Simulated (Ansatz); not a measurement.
# TiO (quintet): wave-function methods side by side, def2-TZVPP

An exercise on one series of results from a longer session: the logs are not shown, and one member is left open.

The runs use Ansatz 0.2.0, Gaussian basis; def2-TZVPP, core rule «outside noble gas», up to 10 orbitals frozen.

Plan: UHF; ROHF; CCSD(T) on UHF.

2 further runs of the same task are left out: 2 set aside as unsound or not needed.

## The system

The geometry is a PBE0/def2-TZVP stationary point (not a proven minimum) of the parent state, kept for this charge and spin.

2 atoms, charge 0, spin multiplicity 5.

Atoms are counted from 1 here; the program's logs count them from 0.

Bond lengths: Ti1–O2 1.599 Å.

Coordinates:

```xyz
2
charge 0, multiplicity 5
Ti    0.00000    0.00000    0.00000
O     0.00000    0.00000    1.59941
```

Set-up of the first run:

in.yaml reads:

```yaml
crystal:
  periodic: [false, false, false]
  atoms:
    - {symbol: Ti, position_ang: [0.000000, 0.000000, 0.000000]}
    - {symbol: O, position_ang: [0.000000, 0.000000, 1.599408]}
basis:
  gaussian: {orbitals: def2-TZVPP}
magnetization: {spin_polarized: true, initial_magnetization: 4}
hamiltonian: {xc: hf}
output: {orbitals: {seedname: orbitals}}
```

On the command line:

```
$ ansatz run in.yaml --threads 1 --pin off --events-out ev --progress --plain --max-ram 2816MiB --backend cpu
```

Steps of the session up to this table: UHF; ROHF; CCSD(T) on UHF.

One of the session's tables, all rows but one given; the rest of the session is left out.

| method | from UCCSD(T) (meV) |
| --- | --- |
| ROHF | +7476.4 |
| UHF | +7225.6 |
| UMP2 | ? |
| UCCSD | +284.3 |
| UCCSD(T) | 0 |

Estimate the missing values for UMP2.

As computed: from UCCSD(T) (meV): +777.7. In the column «from UCCSD(T) (meV)» it lies between UCCSD (+284.3) and UHF (+7225.6).
